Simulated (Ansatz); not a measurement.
Zr3S2:

```
Zr S
1.0
     2.90254    1.67578    3.48777
    -2.90254    1.67578    3.48777
     0.00000   -3.35156    3.48777
Zr S
3 2
Direct
  0.83873 0.50000 0.16127
  0.50000 0.16127 0.83873
  0.16127 0.83873 0.50000
  0.66502 0.66502 0.66502
  0.33498 0.33498 0.33498
```

The cell comes from a database or a generator and needn't be the stable form of this composition.

Base run:

| Property | Result |
| --- | --- |
| Program | Ansatz 0.2.0 |
| Functional | r2SCAN |
| Potentials or basis | Ansatz PAW |
| Cutoff | 500 eV (not typed: the program's choice for these potentials) |
| k mesh | 6 × 6 × 6 |
| Occupations | fermi-dirac, width 0.05 eV |
| Spin | no spin polarisation |
| Hubbard terms | Zr d U = 1 eV |

Its results: band gap on the k mesh none (metal or under the smearing width); pressure 0.3 GPa; largest force 0.080 eV/Å.

**Question.** The run is repeated on the same cell with these changes: hubbard terms from Zr d U = 1 eV to Zr d U = 3 eV. What comes out?

**Answer.** Band gap on the k mesh none (metal or under the smearing width); pressure 2.6 GPa; largest force 0.156 eV/Å.

Caveats: U without spin polarisation on a metal has little footing; the PAW data sets come from PBE, with cores solved anew for the run's functional, which leaves a small shift of forces and pressure; the density of states is complete only up to the lowest level of the last band computed.
